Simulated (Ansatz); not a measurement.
# Ga4As3N: the cost of one run

Computed with Ansatz 0.2.0 (DFT PBE, scalar-relativistic, plane waves, PAW, unless a step's input says otherwise).

### 1 The structure to begin with

The structure is orthorhombic, space group Cmmm (No. 65). The conventional cell has a = 7.615 Å, b = 10.769 Å, c = 3.807 Å, α = 90.00°, β = 90.00°, γ = 90.00°. Ga (site symmetry 2mm) has 4 As at 2.69 Å and 2 N at 2.69 Å as nearest neighbours. Around Ga (site symmetry m2m) lie 1 N at 2.69 Å and 5 As at 2.69 Å. As (site symmetry 2/m) has 6 Ga at 2.69 Å as nearest neighbours. As (site symmetry mmm) is surrounded by 6 Ga at 2.69 Å. N (site symmetry mmm) is surrounded by 6 Ga at 2.69 Å.

Coordinates:

```cif
data_structure
_symmetry_space_group_name_H-M 'Cmmm'
_symmetry_Int_Tables_number 65
_cell_length_a 7.6145
_cell_length_b 10.7686
_cell_length_c 3.8073
_cell_angle_alpha 90.000
_cell_angle_beta 90.000
_cell_angle_gamma 90.000
_cell_volume 312.18
loop_
_atom_site_label
_atom_site_type_symbol
_atom_site_symmetry_multiplicity
_atom_site_Wyckoff_symbol
_atom_site_fract_x
_atom_site_fract_y
_atom_site_fract_z
_atom_site_occupancy
Ga1 Ga 4 g 0.75000 0.00000 0.00000 1
Ga2 Ga 4 j 0.50000 0.75000 0.50000 1
As1 As 4 e 0.25000 0.25000 0.00000 1
As2 As 2 c 0.50000 0.00000 0.50000 1
N1 N 2 d 0.00000 0.00000 0.50000 1
```

The start is an ordering of an alloy on its end members' structure types: elements ordered on the sites of the GaN type, As/N on N (Cmmm, No. 65).

### 2 Probe: one point on a coarse mesh

File input.yaml:

```yaml
crystal:
  lattice:
    - [3.80725825, -5.38427625, 0.0]
    - [3.80725825, 5.38427625, 0.0]
    - [0.0, 0.0, 3.80725825]
  atoms:
    - { symbol: Ga, position: [0.75, 0.75, 0.0] }
    - { symbol: Ga, position: [0.75, 0.25, 0.5] }
    - { symbol: Ga, position: [0.25, 0.75, 0.5] }
    - { symbol: Ga, position: [0.25, 0.25, 0.0] }
    - { symbol: As, position: [0.0, 0.5, 0.0] }
    - { symbol: As, position: [0.5, 0.5, 0.5] }
    - { symbol: As, position: [0.5, 0.0, 0.0] }
    - { symbol: "N", position: [0.0, 0.0, 0.5] }
basis:
  ecutwfc: 420
kpoints:
  mp_grid: { grid: [4, 4, 4] }
hamiltonian:
  xc: pbe
scf:
  occupations: { method: gaussian, width: 0.1 }
  lower_state_search: "off"
output:
  forces: true
  stress: true
  eigenvalues: true
```

The run is started by

```console
ansatz run input.yaml --threads 1 --pin off --max-ram 2560MiB --backend cpu --events-out ev --progress --plain --runs-dir out
```

What time and memory should one allow on 1 thread of Intel Xeon Platinum 8488C (Sapphire Rapids), shared host?

About 12 s, with a peak of 0.56 GiB.
